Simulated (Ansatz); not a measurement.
# CH4AlIn: the cost of one run

Method: RKS PBE-D4/def2-SVP, in Ansatz 0.2.0.

## Step 1: The system as given

Bond lengths: C1–Al2 1.900 Å, Al2–In3 2.894 Å, C1–H4 1.110 Å, C1–H5 1.104 Å, Al2–H6 1.600 Å, In3–H7 1.992 Å. Angles: C1–Al2–In3 70.5°, C1–Al2–H6 164.5°, In3–Al2–H6 125.0°, Al2–C1–H4 106.6°, Al2–C1–H5 115.1°, H4–C1–H5 105.0°, Al2–In3–H7 160.7°.

Structure file:

```xyz
7

C    -0.6904    0.0876   -0.8357
Al   -0.4306    1.1155    0.7405
In    1.6137   -0.9264    0.5703
H    -1.5619   -0.5723   -0.6432
H    -0.9646    0.6693   -1.7335
H    -0.5834    2.1616    1.9411
H     2.6173   -2.5352   -0.0395
```

## Step 2: End point A

The input, input.yaml:

```yaml
crystal:
  periodic: [false, false, false]
  atoms:
    - { symbol: C, position_ang: [-0.69042, 0.08761, -0.83573] }
    - { symbol: Al, position_ang: [-0.43065, 1.11545, 0.74046] }
    - { symbol: In, position_ang: [1.61368, -0.92642, 0.57034] }
    - { symbol: H, position_ang: [-1.56192, -0.57231, -0.6432] }
    - { symbol: H, position_ang: [-0.96456, 0.66926, -1.73351] }
    - { symbol: H, position_ang: [-0.58341, 2.1616, 1.9411] }
    - { symbol: H, position_ang: [2.61728, -2.53519, -0.03947] }
basis:
  gaussian: { orbitals: def2-SVP }
hamiltonian:
  xc: pbe
  dispersion: d4
relax:
  f_tol: 0.015
  max_steps: 40
```

Run with:

```
> ansatz run input.yaml --threads 1 --pin off --max-ram 2048MiB --backend cpu --events-out ev --progress --plain --runs-dir out
```

Q: Estimate wall time and peak memory on 1 thread of Arm Neoverse V1, shared host.

About 34 s, with a peak of 0.14 GiB.
